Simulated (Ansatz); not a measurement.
# Cl3Ga: the cost of one run

Computed with Ansatz 0.2.0, Gaussian basis. Level: PBE0-D4/def2-TZVP structures, single points in def2-TZVPP, no counterpoise correction.

Levels: SPW92, PBE-D4, BLYP-D4, r2SCAN-D4, B97M-V, PBE0-D4, B3LYP-D4, r2SCAN0-D4, BHLYP-D4, CAM-B3LYP-D4, wB97X-V, wB97M-V, B2PLYP, PBE-QIDH, RPA on PBE, Hartree-Fock, MP2, CCSD, CCSD(T).

Correlated methods freeze the cores. Filled d shells of the heavier atoms are correlated. B3LYP uses VWN-RPA correlation. B2PLYP carries no dispersion term here.

94 further runs of the same task are left out: 94 set aside as unsound or not needed.

## Step 1: Starting geometry

The complex: 6 atoms, charge 0, spin multiplicity 1.

Atoms are counted from 1 here; the program's logs count them from 0.

Bond lengths: Ga1–Cl2 2.141 Å, Ga1–Cl3 2.128 Å, Ga1–Cl4 2.128 Å, Ga1–Br6 2.791 Å, H5–Br6 1.427 Å. Angles: Cl2–Ga1–Cl3 118.5°, Cl2–Ga1–Cl4 118.5°, Cl2–Ga1–Br6 93.6°, Cl3–Ga1–Cl4 118.8°, Cl3–Ga1–Br6 98.5°, Cl4–Ga1–Br6 98.5°, Ga1–Br6–H5 89.0°.

Coordinates:

```xyz
6

Ga   -0.7554   -0.3105   -0.1793
Cl   -0.8182    1.6702   -0.9905
Cl   -0.4428   -1.9420   -1.5096
Cl   -1.7208   -0.6752    1.6821
H     1.8781    1.2930    0.2387
Br    1.8590   -0.0356    0.7585
```

Its parts: GaCl3 holds atoms 1, 2, 3, 4; HBr holds atoms 5, 6. Each part counts its atoms afresh in its own runs.

## Step 2: Relaxing GaCl3 alone

Contents of relax-a/in.yaml:

```yaml
crystal:
  periodic: [false, false, false]
  atoms:
    - {symbol: Ga, position_ang: [-0.755432, -0.310474, -0.179251]}
    - {symbol: Cl, position_ang: [-0.818159, 1.670239, -0.990499]}
    - {symbol: Cl, position_ang: [-0.442801, -1.941955, -1.509623]}
    - {symbol: Cl, position_ang: [-1.720750, -0.675215, 1.682061]}
basis:
  gaussian: {orbitals: def2-TZVP}
hamiltonian: {xc: pbe0, dispersion: d4}
relax: {f_tol: 0.005, max_steps: 200}
```

On the command line:

```sh
$ ansatz run in.yaml --threads 8 --pin off --events-out ev --progress --plain --max-ram 19148MiB
```

**Question.** How long does this run take on 8 threads of Arm Neoverse V2, shared host?

About 5.5 s.
